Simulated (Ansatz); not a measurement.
Something may be wrong with this Ansatz 0.2.0 calculation of NbSi.

The input input.yaml:

```yaml
crystal:
  lattice:
    - [3.15644, 0.0, 0.0]
    - [0.0, 3.15644, 0.0]
    - [0.0, 0.0, 3.15644]
  atoms:
    - { symbol: Nb, position: [0.0, 0.0, 0.0] }
    - { symbol: Si, position: [0.5, 0.5, 0.5] }
hamiltonian:
  xc: r2scan
  pseudopotentials: { kind: paw }
kpoints:
  mp_grid: { grid: [8, 8, 8] }
scf:
  occupations: { method: fermi_dirac, width: 0.05 }
  max_iter: 60
output:
  forces: true
  stress: true
  eigenvalues: true
relax:
  f_tol: 0.01
  max_steps: 40
  cell: { stress_tol: 0.05 }
ecutwfc: 0.3
```

Potentials or basis: Ansatz PAW.

The run is started by

```console
$ ansatz run input.yaml --threads 2 --pin off --max-ram 5632MiB --backend cpu --events-out ev --progress --plain --runs-dir out
```

Output:

```text
Error: YAML parse error: error: line 25 column 1: unknown field `ecutwfc`, expected one of crystal, accuracy, basis, kpoints, hamiltonian, magnetization, projection, total_charge, correlation, batch, efield, external_charges, scf, relax, neb, saddle, md, ramp, phonons, dielectric, real_time, elastic, magnetic_configurations, gw, evaluate, workflow, output, checkpoint, execution
  --> <input>:25:1
   |
23 |   max_steps: 40
24 |   cell: { stress_tol: 0.05 }
25 | ecutwfc: 0.3
   | ^ unknown field `ecutwfc`, expected one of crystal, accuracy, basis, kpoints, hamiltonian, magnetization, projection, total_charge, correlation, batch, efield, external_charges, scf, relax, neb, saddle, md, ramp, phonons, dielectric, real_time, elastic, magnetic_configurations, gw, evaluate, workflow, output, checkpoint, execution
```

Task: Diagnose the run.

Result: The program refused the input. The input holds a flaw that was put in on purpose: a keyword of another program (ecutwfc = 0.3).

A sound run on the same cell differs in these lines of the main input:
```diff
@@ -16 +15,0 @@
-  max_iter: 60
@@ -25 +23,0 @@
-ecutwfc: 0.3
```
